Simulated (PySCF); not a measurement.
# ClH₇P₂Si₂: electronic excitations at several levels of theory

How much do the electronic excitations of ClH₇P₂Si₂ (`[SiH3][Si](P)(P)Cl`) depend on the level of theory, and what does each level cost?

The runs use PySCF 2.14.0, with density-fitted response routines of our own; the level of theory stands in each step. All values are computed, except where a source is named. Atoms count from 0, in the outputs and in this text.

## (1) The molecule as given

12 atoms, charge 0, multiplicity 1; geometry from: GFN2-xTB. The atoms were then displaced at random by about 0.01 Å, so the start is not that level's minimum.

Bonds of the start (Å): Si0–Si1 2.37, Si1–P2 2.28, Si1–P3 2.31, Si1–Cl4 2.05, Si0–H5 1.49, Si0–H6 1.44, Si0–H7 1.46, P2–H8 1.37, P2–H9 1.36, P3–H10 1.38, P3–H11 1.38.

## (2) Optimising the geometry at PBE0-D3(BJ)/def2-SVP

What the job is given:

```
{"job": {"xc": "PBE0", "basis": "def2-SVP", "d3": "d3bj", "grid": 1, "shake": 0.01, "kind": "geom"}, "charge": 0, "multiplicity": 1}
Si    -0.915310    -1.571630     0.004590
Si     0.289860     0.408860     0.518300
P     -0.679910     2.395710    -0.034450
P      2.455240     0.583360    -0.255780
Cl     0.505210     0.496310     2.556010
H     -1.504870    -1.422790    -1.350400
H     -0.068920    -2.734950     0.020860
H     -2.024670    -1.747500     0.932020
H     -1.924840     2.018390     0.409580
H     -0.916250     2.022290    -1.325500
H      2.736000    -0.732750     0.063950
H      2.088140     0.256430    -1.548190
```

On the command line:

```
> OMP_NUM_THREADS=1 python probes_run.py task.json out
```

This one command runs all jobs of the session in turn.

Standard output:

```text
step   0  E = -1724.96380045  max force = 0.030047
step   1  E = -1724.97225091  max force = 0.007871
step   2  E = -1724.97278849  max force = 0.003073
step   3  E = -1724.97289217  max force = 0.000962
step   4  E = -1724.97301761  max force = 0.002623
step   5  E = -1724.97316572  max force = 0.004350
step   6  E = -1724.97329200  max force = 0.003902
step   7  E = -1724.97336521  max force = 0.001655
step   8  E = -1724.97338525  max force = 0.000256
step   9  E = -1724.97339298  max force = 0.000523
step  10  E = -1724.97339643  max force = 0.000392
optimisation converged
```

Run time: 1.9 min. Hardware: 1 thread of Arm Neoverse V1, shared host; peak memory 0.5 GiB.

Step by step:

| step | energy from step 0 (eV) | largest force component (eV/Å) |
| --- | --- | --- |
| 0 | 0.0000 | 1.5451 |
| 1 | -0.2299 | 0.4047 |
| 2 | -0.2446 | 0.1580 |
| 3 | -0.2474 | 0.0495 |
| 4 | -0.2508 | 0.1349 |
| 5 | -0.2548 | 0.2237 |
| 6 | -0.2583 | 0.2006 |
| 7 | -0.2603 | 0.0851 |
| 8 | -0.2608 | 0.0132 |
| 9 | -0.2610 | 0.0269 |
| 10 | -0.2611 | 0.0202 |

Distances of close pairs at the start and the end, largest changes first:

```
   bond  before (Å)  after (Å)  change (Å)
  P2–H9       1.365      1.432      +0.068
 Si0–H6       1.439      1.495      +0.056
  P2–H8       1.375      1.430      +0.055
 P3–H11       1.383      1.432      +0.050
 P3–H10       1.383      1.430      +0.047
 Si1–P3       2.306      2.264      -0.042
 Si0–H7       1.457      1.495      +0.038
Si1–Cl4       2.051      2.088      +0.037
```

The final coordinates are the input of the step that follows.

```
                         at the end point                value
  point group (found at 0.08 Å tolerance)                   Cs
rotational constants (GHz, main isotopes)  1.167, 1.109, 1.058
                        dipole moment (D)                 2.35
```

## (3) Excited states and response: PBE0/def2-SVP

What the job is given:

```
{"job": {"kind": "uv", "xc": "PBE0", "basis": "def2-SVP"}, "charge": 0, "multiplicity": 1}
Si    -0.895866    -1.466622     0.044840
Si     0.338523     0.447695     0.576509
P     -0.658884     2.396970    -0.001082
P      2.417727     0.490305    -0.318104
Cl     0.562002     0.461808     2.652122
H     -1.090570    -1.513130    -1.438356
H     -0.157624    -2.691467     0.479756
H     -2.231921    -1.419976     0.713318
H     -1.958826     1.941882     0.383034
H     -0.818470     1.972279    -1.359644
H      2.637266    -0.902520    -0.080725
H      1.909644     0.271480    -1.639337
```

With the program's defaults for keys left out, this is: TDDFT PBE0/def2-SVP, vertical, gas phase, core orbitals frozen in the response.

Standard output:

```text
coarse grid: 12464 points
cycle   1  E = -1724.7433599670  dE = -2.009e-02  |g| = 2.736e-01  |ddm| = 3.197e+00
cycle   2  E = -1724.7298769577  dE =  1.348e-02  |g| = 3.460e-01  |ddm| = 9.240e-01
cycle   3  E = -1724.7683086223  dE = -3.843e-02  |g| = 3.094e-02  |ddm| = 5.481e-01
cycle   4  E = -1724.7685946763  dE = -2.861e-04  |g| = 1.411e-02  |ddm| = 6.618e-02
cycle   5  E = -1724.7686673222  dE = -7.265e-05  |g| = 2.122e-03  |ddm| = 2.607e-02
cycle   6  E = -1724.7686690175  dE = -1.695e-06  |g| = 5.825e-04  |ddm| = 4.673e-03
final grid: 97056 points
cycle   7  E = -1724.9581189544  dE = -1.099e-05  |g| = 2.602e-03  |ddm| = 2.460e-02
cycle   8  E = -1724.9581189570  dE = -2.658e-09  |g| = 2.584e-03  |ddm| = 9.463e-03
cycle   9  E = -1724.9581212747  dE = -2.318e-06  |g| = 2.493e-04  |ddm| = 4.964e-03
cycle  10  E = -1724.9581212985  dE = -2.379e-08  |g| = 5.893e-05  |ddm| = 4.509e-04
cycle  11  E = -1724.9581212994  dE = -9.368e-10  |g| = 3.049e-05  |ddm| = 1.229e-04
converged SCF energy = -1724.9581212994

Static polarisability (au): isotropic 109.991, principal 100.427 114.356 115.191

Singlet excitations
state   eV       nm        f      main configurations
  1   5.5839    222.0   0.02268   H->L 0.93
  2   5.9411    208.7   0.00014   H-1->L 0.73, H->L+2 0.22
  3   6.1821    200.6   0.06247   H->L+1 0.88
  4   6.2512    198.3   0.09597   H->L+2 0.69, H-1->L 0.15, H-1->L+1 0.10
  5   6.6365    186.8   0.12843   H-1->L+1 0.79
  6   6.6481    186.5   0.01679   H->L+3 0.96
  7   6.8441    181.2   0.11557   H-1->L+2 0.64, H-3->L 0.18
  8   6.9227    179.1   0.00800   H-2->L 0.83, H-1->L+3 0.12
  9   6.9794    177.6   0.00675   H-1->L+3 0.74, H-2->L 0.12
 10   7.1011    174.6   0.03847   H->L+4 0.78, H-3->L 0.17

Triplet excitations (Tamm-Dancoff, eV): 4.9913 5.1977 5.3458 5.6059
```

Wall time 20 s (1 thread of Arm Neoverse V1, shared host); peak memory 0.62 GiB.

The orbitals next to the gap, with their largest atomic shares:

| orbital | eV | atoms |
| --- | --- | --- |
| HOMO−3 | -8.87 | Cl4 56 %, P3 14 %, P2 13 % |
| HOMO−2 | -8.71 | Cl4 36 %, P2 23 %, P3 23 % |
| HOMO−1 | -7.80 | P2 36 %, P3 36 %, Si1 14 % |
| HOMO | -7.33 | P3 26 %, P2 26 %, Si0 20 % |
| LUMO | -0.54 | Si1 45 %, Si0 13 %, Cl4 10 % |
| LUMO+1 | -0.17 | Si1 23 %, Si0 23 %, P2 18 % |
| LUMO+2 | -0.15 | Si1 34 %, Si0 25 %, P3 13 % |

With each of the 10 states as a Gaussian band of 0.4 eV half-width at 1/e, the curve within the window shown has maxima at 187 nm (ε 12,000) L/(mol cm). Beyond the last state computed it falls off for lack of states. The curve at chosen wavelengths:

| nm | ε (L/mol/cm) |
| --- | --- |
| 168 | 1884 |
| 171 | 3600 |
| 174 | 5873 |
| 178 | 9118 |
| 181 | 11058 |
| 184 | 12173 |
| 187 | 12431 |
| 191 | 11831 |
| 194 | 11001 |
| 197 | 9980 |
| 200 | 8784 |
| 204 | 6967 |
| 207 | 5566 |
| 210 | 4287 |
| 213 | 3233 |
| 217 | 2232 |
| 220 | 1737 |
| 223 | 1389 |
| 226 | 1127 |
| 230 | 847 |
| 233 | 666 |
| 236 | 507 |
| 239 | 372 |
| 243 | 232 |
| 246 | 156 |
| 249 | 101 |

Further results of this job:

| property | computed |
| --- | --- |
| dipole moment (D) | 2.35 |
| polarisability (Å³) | 16.30 |
| HOMO–LUMO gap (eV) | 6.80 |
| −ε(HOMO) (eV) | 7.33 |

## (4) Excited states and response: PBE0/def2-TZVP

The job, as its differences from that of step 3:

```diff
@@ -1,2 +1,2 @@
-{"job": {"kind": "uv", "xc": "PBE0", "basis": "def2-SVP"}, "charge": 0, "multiplicity": 1}
+{"job": {"kind": "uv", "xc": "PBE0", "basis": "def2-TZVP"}, "charge": 0, "multiplicity": 1}
 Si    -0.895866    -1.466622     0.044840
```

Method: TDDFT PBE0/def2-TZVP, vertical, gas phase, core orbitals frozen in the response.

Standard output:

```text
coarse grid: 12464 points
cycle   1  E = -1725.5372115322  dE = -2.590e-03  |g| = 2.907e-01  |ddm| = 2.543e+00
cycle   2  E = -1725.5292785515  dE =  7.933e-03  |g| = 3.272e-01  |ddm| = 5.380e-01
cycle   3  E = -1725.5578143949  dE = -2.854e-02  |g| = 5.975e-02  |ddm| = 3.253e-01
cycle   4  E = -1725.5587168224  dE = -9.024e-04  |g| = 1.930e-02  |ddm| = 6.530e-02
cycle   5  E = -1725.5588329726  dE = -1.162e-04  |g| = 4.905e-03  |ddm| = 2.399e-02
cycle   6  E = -1725.5588397466  dE = -6.774e-06  |g| = 1.477e-03  |ddm| = 5.902e-03
final grid: 97056 points
cycle   7  E = -1725.5590987277  dE = -2.275e-05  |g| = 5.235e-03  |ddm| = 2.269e-02
cycle   8  E = -1725.5590984920  dE =  2.357e-07  |g| = 4.645e-03  |ddm| = 8.444e-03
cycle   9  E = -1725.5591033832  dE = -4.891e-06  |g| = 6.167e-04  |ddm| = 4.944e-03
cycle  10  E = -1725.5591035114  dE = -1.282e-07  |g| = 7.795e-05  |ddm| = 6.742e-04
cycle  11  E = -1725.5591035130  dE = -1.608e-09  |g| = 3.253e-05  |ddm| = 9.521e-05
cycle  12  E = -1725.5591035133  dE = -2.733e-10  |g| = 1.020e-05  |ddm| = 3.329e-05
converged SCF energy = -1725.5591035133

Static polarisability (au): isotropic 124.039, principal 113.097 128.935 130.084

Singlet excitations
state   eV       nm        f      main configurations
  1   5.4035    229.5   0.01555   H->L 0.90
  2   5.7612    215.2   0.00106   H-1->L 0.72, H->L+2 0.17
  3   5.8175    213.1   0.06133   H->L+1 0.87
  4   5.9986    206.7   0.05880   H->L+2 0.70, H-1->L+1 0.19
  5   6.2055    199.8   0.01548   H->L+3 0.95
  6   6.3047    196.7   0.16218   H-1->L+1 0.65, H-1->L 0.16
  7   6.5603    189.0   0.00764   H-1->L+3 0.86
  8   6.6157    187.4   0.06156   H-1->L+2 0.64, H->L+4 0.24
  9   6.6997    185.1   0.22016   H->L+4 0.70, H-1->L+2 0.17
 10   6.8271    181.6   0.01159   H-2->L 0.94

Triplet excitations (Tamm-Dancoff, eV): 4.8227 4.9761 5.0590 5.3851
```

Wall time 46 s (1 thread of Arm Neoverse V1, shared host); peak memory 0.85 GiB.

In short: HOMO -7.35 eV, LUMO -0.70 eV; lowest singlet 5.40 eV.

## (5) Excited states and response: PBE0/aug-cc-pVDZ

The job, as its differences from that of step 4:

```diff
@@ -1,2 +1,2 @@
-{"job": {"kind": "uv", "xc": "PBE0", "basis": "def2-TZVP"}, "charge": 0, "multiplicity": 1}
+{"job": {"kind": "uv", "xc": "PBE0", "basis": "aug-cc-pVDZ"}, "charge": 0, "multiplicity": 1}
 Si    -0.895866    -1.466622     0.044840
```

Method: TDDFT PBE0/aug-cc-pVDZ, vertical, gas phase, core orbitals frozen in the response.

Standard output:

```text
coarse grid: 12464 points
cycle   1  E = -1725.4636362118  dE =  6.596e-02  |g| = 2.524e-01  |ddm| = 6.468e+00
cycle   2  E = -1725.4519531659  dE =  1.168e-02  |g| = 3.199e-01  |ddm| = 1.436e+00
cycle   3  E = -1725.4853136004  dE = -3.336e-02  |g| = 3.346e-02  |ddm| = 7.712e-01
cycle   4  E = -1725.4856585987  dE = -3.450e-04  |g| = 1.541e-02  |ddm| = 1.191e-01
cycle   5  E = -1725.4857466536  dE = -8.805e-05  |g| = 3.078e-03  |ddm| = 4.630e-02
cycle   6  E = -1725.4857502784  dE = -3.625e-06  |g| = 7.546e-04  |ddm| = 1.099e-02
final grid: 97056 points
cycle   7  E = -1725.5140798047  dE = -1.047e-05  |g| = 2.697e-03  |ddm| = 1.071e-01
cycle   8  E = -1725.5140792032  dE =  6.015e-07  |g| = 2.966e-03  |ddm| = 1.619e-02
cycle   9  E = -1725.5140824254  dE = -3.222e-06  |g| = 3.490e-04  |ddm| = 8.351e-03
cycle  10  E = -1725.5140824716  dE = -4.614e-08  |g| = 7.442e-05  |ddm| = 1.038e-03
cycle  11  E = -1725.5140824731  dE = -1.493e-09  |g| = 3.461e-05  |ddm| = 2.736e-04
cycle  12  E = -1725.5140824735  dE = -4.052e-10  |g| = 5.840e-06  |ddm| = 9.667e-05
converged SCF energy = -1725.5140824735

Static polarisability (au): isotropic 132.492, principal 121.020 136.824 139.632

Singlet excitations
state   eV       nm        f      main configurations
  1   5.4588    227.1   0.01375   H->L 0.77, H->L+1 0.20
  2   5.7294    216.4   0.01025   H->L+1 0.77, H->L 0.19
  3   5.8272    212.8   0.00474   H-1->L 0.59, H->L+3 0.23, H-1->L+1 0.14
  4   5.9898    207.0   0.06154   H->L+3 0.61, H-1->L+1 0.30
  5   6.0447    205.1   0.19513   H->L+2 0.92
  6   6.1947    200.1   0.00646   H->L+4 0.93
  7   6.2228    199.2   0.07004   H-1->L+1 0.51, H-1->L 0.29, H->L+3 0.10
  8   6.4661    191.7   0.16199   H-1->L+2 0.81
  9   6.5466    189.4   0.00048   H-1->L+4 0.89
 10   6.6071    187.7   0.19270   H-1->L+3 0.81

Triplet excitations (Tamm-Dancoff, eV): 4.9100 5.0682 5.1094 5.5066
```

It took 36 s on 1 thread of Arm Neoverse V1, shared host; peak memory 0.84 GiB.

This run: HOMO -7.36 eV, LUMO -0.71 eV; lowest singlet 5.46 eV.

## (6) TDDFT and polarisability: PBE0/def2-TZVPD

The job, as its differences from that of step 5:

```diff
@@ -1,2 +1,2 @@
-{"job": {"kind": "uv", "xc": "PBE0", "basis": "aug-cc-pVDZ"}, "charge": 0, "multiplicity": 1}
+{"job": {"kind": "uv", "xc": "PBE0", "basis": "def2-TZVPD"}, "charge": 0, "multiplicity": 1}
 Si    -0.895866    -1.466622     0.044840
```

Level: TDDFT PBE0/def2-TZVPD, vertical, gas phase, core orbitals frozen in the response.

Standard output:

```text
coarse grid: 12464 points
cycle   1  E = -1725.5391701315  dE = -2.556e-03  |g| = 2.906e-01  |ddm| = 2.570e+00
cycle   2  E = -1725.5312112159  dE =  7.959e-03  |g| = 3.260e-01  |ddm| = 5.589e-01
cycle   3  E = -1725.5595648816  dE = -2.835e-02  |g| = 6.069e-02  |ddm| = 3.385e-01
cycle   4  E = -1725.5604930697  dE = -9.282e-04  |g| = 1.912e-02  |ddm| = 6.491e-02
cycle   5  E = -1725.5606067463  dE = -1.137e-04  |g| = 5.058e-03  |ddm| = 2.416e-02
cycle   6  E = -1725.5606139785  dE = -7.232e-06  |g| = 1.525e-03  |ddm| = 5.939e-03
final grid: 97056 points
cycle   7  E = -1725.5608765546  dE = -2.436e-05  |g| = 5.313e-03  |ddm| = 4.996e-02
cycle   8  E = -1725.5608761851  dE =  3.695e-07  |g| = 4.773e-03  |ddm| = 1.019e-02
cycle   9  E = -1725.5608814173  dE = -5.232e-06  |g| = 6.429e-04  |ddm| = 5.375e-03
cycle  10  E = -1725.5608815563  dE = -1.391e-07  |g| = 8.185e-05  |ddm| = 6.626e-04
cycle  11  E = -1725.5608815581  dE = -1.775e-09  |g| = 3.582e-05  |ddm| = 1.188e-04
cycle  12  E = -1725.5608815584  dE = -3.283e-10  |g| = 1.159e-05  |ddm| = 4.065e-05
converged SCF energy = -1725.5608815584

Static polarisability (au): isotropic 132.355, principal 120.979 136.737 139.349

Singlet excitations
state   eV       nm        f      main configurations
  1   5.3375    232.3   0.01388   H->L 0.91
  2   5.7011    217.5   0.00174   H-1->L 0.72, H->L+2 0.18
  3   5.7178    216.8   0.02937   H->L+1 0.88
  4   5.9109    209.8   0.07134   H->L+2 0.70, H-1->L+1 0.17, H-1->L 0.09
  5   6.0944    203.4   0.00978   H->L+4 0.95
  6   6.2050    199.8   0.10782   H-1->L+1 0.70, H-1->L 0.14
  7   6.2157    199.5   0.13764   H->L+3 0.92
  8   6.4463    192.3   0.00006   H-1->L+4 0.85
  9   6.5361    189.7   0.22230   H-1->L+2 0.80
 10   6.6249    187.1   0.13950   H-1->L+3 0.75, H->L+6 0.08

Triplet excitations (Tamm-Dancoff, eV): 4.7874 4.9357 5.0107 5.3455
```

It took 64 s on 1 thread of Arm Neoverse V1, shared host; peak memory 1 GiB.

In short: HOMO -7.37 eV, LUMO -0.80 eV; lowest singlet 5.34 eV.

## (7) TDDFT and polarisability: PBE0/6-31+G*

The job, as its differences from that of step 6:

```diff
@@ -1,2 +1,2 @@
-{"job": {"kind": "uv", "xc": "PBE0", "basis": "def2-TZVPD"}, "charge": 0, "multiplicity": 1}
+{"job": {"kind": "uv", "xc": "PBE0", "basis": "6-31+G*"}, "charge": 0, "multiplicity": 1}
 Si    -0.895866    -1.466622     0.044840
```

Level: TDDFT PBE0/6-31+G*, vertical, gas phase, core orbitals frozen in the response.

Standard output:

```text
coarse grid: 12464 points
cycle   1  E = -1725.4526836834  dE =  4.585e-02  |g| = 2.637e-01  |ddm| = 3.378e+00
cycle   2  E = -1725.4421825325  dE =  1.050e-02  |g| = 3.268e-01  |ddm| = 1.214e+00
cycle   3  E = -1725.4785146921  dE = -3.633e-02  |g| = 2.664e-02  |ddm| = 7.337e-01
cycle   4  E = -1725.4787230292  dE = -2.083e-04  |g| = 1.369e-02  |ddm| = 9.178e-02
cycle   5  E = -1725.4787961960  dE = -7.317e-05  |g| = 2.273e-03  |ddm| = 3.372e-02
cycle   6  E = -1725.4787981270  dE = -1.931e-06  |g| = 5.037e-04  |ddm| = 6.236e-03
final grid: 97056 points
cycle   7  E = -1725.4032042541  dE = -9.294e-06  |g| = 3.049e-03  |ddm| = 6.361e-02
cycle   8  E = -1725.4032040608  dE =  1.933e-07  |g| = 3.154e-03  |ddm| = 1.356e-02
cycle   9  E = -1725.4032077786  dE = -3.718e-06  |g| = 2.734e-04  |ddm| = 6.927e-03
cycle  10  E = -1725.4032078082  dE = -2.956e-08  |g| = 4.980e-05  |ddm| = 8.488e-04
cycle  11  E = -1725.4032078088  dE = -6.380e-10  |g| = 3.028e-05  |ddm| = 1.598e-04
converged SCF energy = -1725.4032078088

Static polarisability (au): isotropic 120.174, principal 109.377 124.810 126.336

Singlet excitations
state   eV       nm        f      main configurations
  1   5.4822    226.2   0.01904   H->L 0.78, H->L+1 0.19
  2   5.8041    213.6   0.02031   H->L+1 0.77, H->L 0.16
  3   5.8266    212.8   0.00150   H-1->L 0.62, H->L+2 0.23, H-1->L+1 0.13
  4   6.0411    205.2   0.06193   H->L+2 0.58, H-1->L+1 0.34
  5   6.1730    200.8   0.18562   H->L+3 0.92
  6   6.2792    197.5   0.14106   H-1->L+1 0.47, H-1->L 0.27, H->L+2 0.14
  7   6.4019    193.7   0.02333   H->L+4 0.91
  8   6.5489    189.3   0.15354   H-1->L+3 0.80
  9   6.6529    186.4   0.24216   H-1->L+2 0.77
 10   6.7101    184.8   0.01722   H-1->L+4 0.82

Triplet excitations (Tamm-Dancoff, eV): 4.9019 5.0737 5.1432 5.5232
```

Wall time 15 s (1 thread of Arm Neoverse V1, shared host); peak memory 0.66 GiB.

This run: HOMO -7.45 eV, LUMO -0.78 eV; lowest singlet 5.48 eV.

## (8) Run by run: electronic excitations

Excitations and ground-state properties, with basis size and wall time:

| run | lowest singlet (eV) | brightest (eV) | f | gap (eV) | α (Å³) | μ (D) | functions | time |
| --- | --- | --- | --- | --- | --- | --- | --- | --- |
| PBE0/def2-SVP | 5.58 | 6.64 | 0.128 | 6.80 | 16.30 | 2.35 | 125 | 20 s |
| PBE0/def2-TZVP | 5.40 | 6.70 | 0.220 | 6.65 | 18.38 | 2.04 | 227 | 46 s |
| PBE0/aug-cc-pVDZ | 5.46 | 6.04 | 0.195 | 6.65 | 19.63 | 2.20 | 198 | 36 s |
| PBE0/def2-TZVPD | 5.34 | 6.54 | 0.222 | 6.56 | 19.61 | 2.05 | 281 | 64 s |
| PBE0/6-31+G* | 5.48 | 6.65 | 0.242 | 6.67 | 17.81 | 2.71 | 124 | 15 s |

## (9) Outcome

```
                                quantity                        value
                             point group                           Cs
    rotational constants (main isotopes)         1.17, 1.11, 1.06 GHz
          lowest singlet (PBE0/def2-SVP)  5.58 eV (222 nm), f = 0.023
brightest single state of those computed  state 5, 6.64 eV, f = 0.128
                          lowest triplet                      4.99 eV
             range of the lowest singlet              5.34 to 5.58 eV
```

**Reading.** Single values in the summary come from the first sound run of each kind (PBE0/def2-SVP), which need not be the best level. The start of the PBE0/def2-SVP relaxation was shaken at random by about 0.01 Å, so part of the energy gained, and of the first lengths quoted, undoes that. The optimisation took 10 steps and gained 0.261 eV; among the close pairs (by a distance rule), P2–H9 changed most, from 1.365 to 1.432 Å. The first singlet state (HOMO→LUMO 0.93) lies at 5.58 eV and is weak; of the 10 states computed, the strongest absorption comes from states 5 to 6 together at 6.64 eV. The lowest triplet lies 0.59 eV below the lowest singlet (triplets in Tamm-Dancoff, singlets in full TDDFT). The basis of PBE0/def2-SVP has no diffuse functions, so Rydberg states are missing and the high states are unreliable. The lowest singlet runs from 5.34 eV (PBE0/def2-TZVPD) to 5.58 eV (PBE0/def2-SVP), while the orbital gap spans 6.56 to 6.80 eV. The lowest state need not be the same one in every run.
